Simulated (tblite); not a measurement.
# C5H13FSSi: the cost of one run

Programs: tblite 0.8.0 and PySCF 2.14.0, with density-fitted response routines of our own. Each step states its level of theory. These are calculated values for one molecule in the gas phase, unless marked as measured. Atoms are numbered from 0 throughout.

### 1 The molecule as given

21 atoms, charge 0, multiplicity 1; geometry from: force field or distance geometry start.

Bonds of the start (Å): C0–Si1 1.83, Si1–C2 1.89, C2–C3 1.52, C3–F4 1.40, C2–C5 1.49, C5–S6 1.80, S6–C7 1.81, C0–H8 1.13, C0–H9 1.11, C0–H10 1.09, Si1–H11 1.47, Si1–H12 1.48, C2–H13 1.09, C3–H14 1.09, C3–H15 1.09, C5–H16 1.12, C5–H17 1.12, C7–H18 1.11, C7–H19 1.09, C7–H20 1.11.

### 2 Geometry optimisation with GFN2-xTB

What the job is given:

```
{"job": {"kind": "relax", "xc": "GFN2-xTB", "basis": "xTB"}, "charge": 0, "multiplicity": 1}
C     -2.470700     1.499800     0.133900
Si    -1.931000    -0.253500     0.098000
C     -0.066400    -0.466200     0.275200
C      0.129800    -1.968400     0.346800
F     -0.578800    -2.383900     1.480100
C      0.659900     0.020800    -0.933900
S      2.426200    -0.215500    -0.677500
C      3.029600     0.851800     0.648700
H     -3.502100     1.545700    -0.323100
H     -1.791400     2.164000    -0.442900
H     -2.448700     1.873300     1.162600
H     -2.362200    -0.850600    -1.175200
H     -2.587400    -0.973500     1.209900
H      0.311500    -0.031800     1.195500
H      1.185900    -2.229100     0.424100
H     -0.342000    -2.458800    -0.508900
H      0.483600     1.123500    -1.023200
H      0.329000    -0.527900    -1.851400
H      3.682100     1.660000     0.252900
H      2.203000     1.332300     1.181600
H      3.631100     0.305100     1.408500
```

Run with:

```sh
> OMP_NUM_THREADS=1 python probes_run.py task.json out
```

One launch serves the whole session: the jobs run in the order shown.

**Question.** How long does this first job take on 1 thread of Arm Neoverse N1, shared host?

About 2.8 s.
